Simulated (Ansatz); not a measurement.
What does this script print? It uses the Ansatz DFT code, driven from Python.

`c2h5alse_torsion.py`:
```python
'''Energy of C2H5AlSe as one group turns about a bond.'''

import warnings

import ansatz as az
from ase import Atoms

warnings.simplefilter('ignore', az.DeckWarning)

atoms = Atoms(['C', 'C', 'Al', 'Se', 'H', 'H', 'H', 'H', 'H'], positions=[
    (-0.2363, 0.8903, -1.3134),
    (0.6665, 0.1073, -0.8973),
    (0.3873, -1.0142, 0.6919),
    (-1.5682, -0.9081, 1.93),
    (-0.1179, 1.5356, -2.2267),
    (-1.2337, 1.0287, -0.8047),
    (1.6388, 0.0496, -1.4279),
    (1.6315, -1.9682, 1.183),
    (-1.0794, 0.2328, 2.848),
])

# relax first, so that the scan starts from a minimum
first = az.Crystal.molecule_from_ase(atoms).calculation()
first = first.basis(gaussian='def2-SVP')
first = first.functional('pbe0', dispersion='d3bj')
first = first.relax(force_tolerance=0.02, max_steps=80)
atoms.positions = first.run(threads=1, pin='off').report['positions_ang']

start = atoms.get_dihedral(2, 1, 0, 4)
energies = {}
for turn in range(0, 360, 30):
    turned = atoms.copy()
    turned.set_dihedral(2, 1, 0, 4, start + turn, indices=[0, 4, 5])
    calc = (
        az.Crystal.molecule_from_ase(turned).calculation()
        .basis(gaussian='def2-SVP')
        .functional('pbe0', dispersion='d3bj')
    )
    energies[round((start + turn) % 360)] = calc.run(threads=1, pin='off').report['free_energy_ev']
floor = min(energies.values())
print('dihedral Al2-C1-C0-H4 (deg)   E - E(min) (kJ/mol)')
for angle, e in sorted(energies.items()):
    print(f'{angle:8d} {96.485332 * (e - floor):14.3f}  ' + '#' * int(30 * (e - floor) / max(max(energies.values()) - floor, 1e-9)))
```

`python c2h5alse_torsion.py` gives:
```text
dihedral Al2-C1-C0-H4 (deg)   E - E(min) (kJ/mol)
      30         40.058  ###
      60        156.795  ##############
      90        321.136  ##############################
     120        157.219  ##############
     150         40.349  ###
     180          0.000
     210         40.053  ###
     240        156.799  ##############
     270        321.116  #############################
     300        157.237  ##############
     330         40.370  ###
     360          0.020
```

The scan is rigid and the energies are electronic, in a modest basis. With rigid groups the curve can differ much from the relaxed path, the start wasn't checked as a minimum of this torsion, and equivalent turns needn't return to the same energy. Finished in 3.2 min on 1 thread of Arm Neoverse V1, with other jobs on the host, peak memory 0.31 GiB.
